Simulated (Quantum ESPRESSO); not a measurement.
Al2Cl, 3 atoms in the cell. Symmetry: P4mm, No. 99, tetragonal system. Conventional cell: a = 3.789 Å, b = 3.789 Å, c = 4.767 Å, α = 90.00°, β = 90.00°, γ = 90.00°. Al (site symmetry 2mm) has 2 Cl at 1.90 Å as nearest neighbours. Around Cl (site symmetry 4mm) lie 4 Al at 1.90 Å. The cell was built by a generator and needn't be a form met in nature.

| Property | Result |
| --- | --- |
| Program | Quantum ESPRESSO 7.5 |
| Task | phonons |
| Functional | AM05 |
| Potentials or basis | PseudoDojo 0.4.1 SR PBE standard |
| Cutoff | 789 eV |
| Density cutoff | 3157 eV |
| k mesh | 6 × 6 × 4, shifted |
| Occupations | fermi-dirac, width 0.05 eV |
| Spin | no spin polarisation |
| Mixing beta | 0.5 |
| Most SCF iterations | 120 |
| SCF threshold | 6e-10 Ry |

Potentials or basis: PseudoDojo 0.4.1 SR PBE standard.

Run with:

```sh
$ OMP_NUM_THREADS=1 pw.x -in pw.in > pw.out
$ OMP_NUM_THREADS=1 pw.x -in relax.in > relax.out
$ OMP_NUM_THREADS=1 pw.x -in scf2.in > scf2.out
$ OMP_NUM_THREADS=1 ph.x -in ph.in > ph.out
$ OMP_NUM_THREADS=1 dynmat.x -in dynmat.in > dynmat.out
```

Hardware: 1 thread of Arm Neoverse V1, with other jobs on the host.

Estimate the wall time of this run.

Run time: 7.6 min on 1 thread of Arm Neoverse V1, on a shared host, peak memory 0.06 GiB. Counts: scf iterations 312, k pools 1, bands 12, ion steps 38, k points 12, g dense 27543.
